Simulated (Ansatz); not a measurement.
**As (fcc type): how the settings move a single-point run**

How sensitive is a single-point run of As (fcc type) to its settings? A reference run comes first, then two runs with altered input.

Method: reference: DFT, LDA, all-electron LAPW, scalar-relativistic, in Ansatz 0.2.0.

1 further run of the same task is left out (it didn't finish). Runs told in other sessions of the task aren't counted.

## (1) Starting point

The structure is cubic, space group Fm-3m (No. 225). The conventional cell has a = 3.704 Å, b = 3.704 Å, c = 3.704 Å, α = 90.00°, β = 90.00°, γ = 90.00°. Around As (site symmetry m-3m) lie 12 As at 2.62 Å.

As a file:

```cif
data_structure
_symmetry_space_group_name_H-M 'P 1'
_symmetry_Int_Tables_number 1
_cell_length_a 2.6189
_cell_length_b 2.6189
_cell_length_c 2.6189
_cell_angle_alpha 60.000
_cell_angle_beta 60.000
_cell_angle_gamma 60.000
_cell_volume 12.70
loop_
_atom_site_label
_atom_site_type_symbol
_atom_site_fract_x
_atom_site_fract_y
_atom_site_fract_z
_atom_site_occupancy
As1 As 0.00000 0.00000 0.00000 1
```

## (2) Baseline

input.yaml

```yaml
crystal:
  lattice:
    - [0.0, 1.8518430234, 1.8518430234]
    - [1.8518430234, 0.0, 1.8518430234]
    - [1.8518430234, 1.8518430234, 0.0]
  atoms:
    - { symbol: As, position: [0.0, 0.0, 0.0] }
kpoints:
  mp_grid: { grid: [17, 17, 17] }
scf:
  occupations: { method: fermi_dirac, width: 0.1 }
hamiltonian:
  xc: lda
  pseudopotentials: { kind: all_electron, lapw: { basis_error: 0.001 } }
output:
  forces: true
  stress: true
  eigenvalues: true
  populations: true
```

Run with:

```sh
> ansatz run input.yaml --threads 1 --pin off --max-ram 2048MiB --backend cpu --events-out ev --progress --plain --runs-dir out
```

## (3) Variant: mp_grid.shift [0.5, 0.5, 0.5]

Changes to input.yaml since step 2:

```diff
@@ -8,3 +8,3 @@
 kpoints:
-  mp_grid: { grid: [17, 17, 17] }
+  mp_grid: { grid: [17, 17, 17], shift: [0.5, 0.5, 0.5] }
 scf:
```

## (4) Changed: mp_grid.shift [0.5, 0.5, 0.5], scf.algorithm density_mixing, preconditioner ldos

Changes to input.yaml since step 2:

```diff
@@ -8,5 +8,7 @@
 kpoints:
-  mp_grid: { grid: [17, 17, 17] }
+  mp_grid: { grid: [17, 17, 17], shift: [0.5, 0.5, 0.5] }
 scf:
   occupations: { method: fermi_dirac, width: 0.1 }
+  algorithm: density_mixing
+  mixing: { preconditioner: ldos }
 hamiltonian:
```

Before running it: what results should come out? Wanted: for each run, ending; energy change; pressure; gap; force.

**Answer**, as computed:

```tsv
run	ending	energy change	pressure (GPa)	gap (eV)	force (eV/Å)	cycles	time
reference	converged	0	70.6	0.00	0.00	5	10 s
1: mp_grid.shift [0.5, 0.5, 0.5]	converged	-1.0 meV/atom	71.2	0.00	0.00	5	28 s
2: mp_grid.shift [0.5, 0.5, 0.5], scf.algorithm density_mixing, preconditioner ldos	converged	-1.0 meV/atom	71.2	0.00	0.00	6	32 s
```

Residual by cycle in the longest SCF loop of each run; runs are numbered as in the table. The quantity is the density residual dr2, in eV.

```tsv
cycle	reference	run 1	run 2
1	0.00325	0.00353	0.00353
2	0.00183	0.00199	7.3e-5
3	2.4e-4	2.6e-4	4.9e-5
4	9.4e-6	9.1e-6	7.6e-6
5	1.5e-8	1.5e-8	1.4e-7
6	-	-	5.5e-10
```

What this shows: Of the converged runs whose energies compare with the reference's, «mp_grid.shift [0.5, 0.5, 0.5], scf.algorithm density_mixing, preconditioner ldos» moves the energy most (-1.0 meV/atom; its mixing changes the path alone). The pressure spans 70.6 to 71.2 GPa over the reference and the converged variants. Semilocal functionals close small gaps, so the missing gap need not be the real solid's. The structure is not at rest: the sound run finds 71 GPa, so these are no properties of the relaxed crystal. 
